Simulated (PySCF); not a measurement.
# Ge2H10Si2 (n-GeSiGeSiH10): the cost of one run

The runs use PySCF 2.14.0, with density-fitted response routines of our own; the level of theory stands in each step. All values are computed, except where a source is named. Atoms count from 0, in the outputs and in this text.

## 1. The molecule as given

14 atoms, charge 0, multiplicity 1; geometry from: GFN2-xTB. The atoms were then displaced at random by about 0.03 Å, so the start is not that level's minimum.

Bonds of the start (Å): Ge0–Si1 2.30, Ge0–H4 1.59, Ge0–H5 1.41, Ge0–H6 1.53, Si1–Ge2 2.35, Si1–H7 1.48, Si1–H8 1.49, Ge2–Si3 2.24, Ge2–H9 1.58, Ge2–H10 1.54, Si3–H11 1.54, Si3–H12 1.50, Si3–H13 1.41.

## 2. Geometry optimisation at PBE0-D3(BJ)/def2-SVP

The job: settings as JSON, then the geometry in Å.

```
{"job": {"xc": "PBE0", "basis": "def2-SVP", "d3": "d3bj", "grid": 1, "maxiter": 40, "shake": 0.03, "kind": "geom"}, "charge": 0, "multiplicity": 1}
Ge    -0.938940    -2.342350     0.329530
Si     1.021790    -1.302590    -0.278360
Ge     0.994070     0.980220     0.288210
Si    -0.452630     2.525330    -0.455520
H     -2.146060    -2.006140    -0.655000
H     -1.024050    -3.748050     0.412970
H     -1.530910    -1.838880     1.643000
H      1.272880    -1.429360    -1.734170
H      2.121880    -2.013840     0.429950
H      1.095690     1.045080     1.859900
H      2.419070     1.513000     0.050900
H     -1.830520     1.848560    -0.549520
H     -0.790650     3.679060     0.442830
H     -0.231060     3.046140    -1.741490
```

The run is started by

```sh
$ OMP_NUM_THREADS=1 python probes_run.py task.json out
```

This one command runs all jobs of the session in turn.

**Question.** How long does this first job take on 1 thread of Intel Xeon at 2.50GHz, shared host, and how much memory does it need?

About 7.1 min, with a peak of 0.65 GiB.
